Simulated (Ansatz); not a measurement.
# CH4SSn: the cost of one run

All numbers are computed with Ansatz 0.2.0, driven from Python. Level of theory: Hartree-Fock/def2-SVP.

**1. The system**

Bond lengths: C1–S2 1.727 Å, C1–Sn3 2.063 Å, S2–Sn3 2.480 Å, C1–H4 1.103 Å, C1–H5 1.114 Å, Sn3–H6 1.753 Å, Sn3–H7 1.806 Å. Angles: C1–S2–Sn3 55.3°, S2–C1–Sn3 81.2°, S2–C1–H4 114.1°, S2–C1–H5 117.1°, Sn3–C1–H4 110.5°, Sn3–C1–H5 116.8°, H4–C1–H5 113.3°, C1–Sn3–S2 43.5°, C1–Sn3–H6 120.1°, C1–Sn3–H7 116.2°, S2–Sn3–H6 110.0°, S2–Sn3–H7 108.6°, H6–Sn3–H7 123.7°.

The script holds or builds the structure itself.

**2. The script**

Contents of ch4ssn.py:

```python
import ansatz as az
from ase import Atoms
import matplotlib.pyplot as plt
import numpy as np


def main() -> None:
    atoms = Atoms(["C", "S", "Sn", "H", "H", "H", "H"], positions=[
        [-0.5972, -0.3854, -0.7678],
        [-0.3131, -1.7014, 0.3145],
        [0.5802, 0.592, 0.6163],
        [-1.6284, 0.005, -0.7423],
        [-0.1869, -0.4793, -1.7997],
        [-0.1535, 1.3404, 2.0212],
        [2.3603, 0.5606, 0.3121],
    ])
    system = az.Crystal.molecule_from_ase(atoms)

    symbols = [site.symbol for site in system.cartesian_sites]
    start = np.array([site.position_ang for site in system.cartesian_sites])
    axis = (start[4] - start[0]) / np.linalg.norm(start[4] - start[0])
    moving = [4]
    lengths, energies = [0.981, 1.025, 1.07, 1.114, 1.159, 1.204, 1.248, 1.315], []
    for length in lengths:
        xyz = start.copy()
        xyz[moving] += (length - np.linalg.norm(start[4] - start[0])) * axis
        point = az.Crystal.molecule()
        for symbol, place in zip(symbols, xyz):
            point = point.atom(symbol, place.tolist())
        model = (
            point.calculation()
            .basis(gaussian="def2-SVP")
            .functional("HF")
        )
        data = model.run(threads=1).report
        energies.append(data["free_energy_ev"])
        print(f"r = {length:6.3f} A  E = {energies[-1]:.5f} eV  <S^2> = {abs(data['mean_field']['state']['spin_squared']):.3f}")

    fit = np.polynomial.Polynomial.fit(lengths, np.array(energies) - min(energies), 4).convert()
    roots = [r.real for r in fit.deriv().roots() if abs(r.imag) < 1e-9 and fit.deriv(2)(r.real) > 0]
    r_e = min(roots, key=lambda r: abs(r - lengths[int(np.argmin(energies))]))
    print(f"minimum of the fit at {r_e:.4f} A, force constant {fit.deriv(2)(r_e):.2f} eV/A^2")
    plt.figure(figsize=(4.5, 3))
    plt.plot(lengths, np.array(energies) - min(energies), "o-")
    plt.xlabel("bond length (A)")
    plt.ylabel("E - E(min) (eV)")
    plt.tight_layout()
    plt.savefig("scan.png", dpi=100)


if __name__ == "__main__":
    main()
```

**3. Launch**

Launch:

```console
$ python ch4ssn.py
```

What time and memory should one allow on 1 thread of Arm Neoverse N1, shared host?

About 15 s, with a peak of 0.24 GiB.
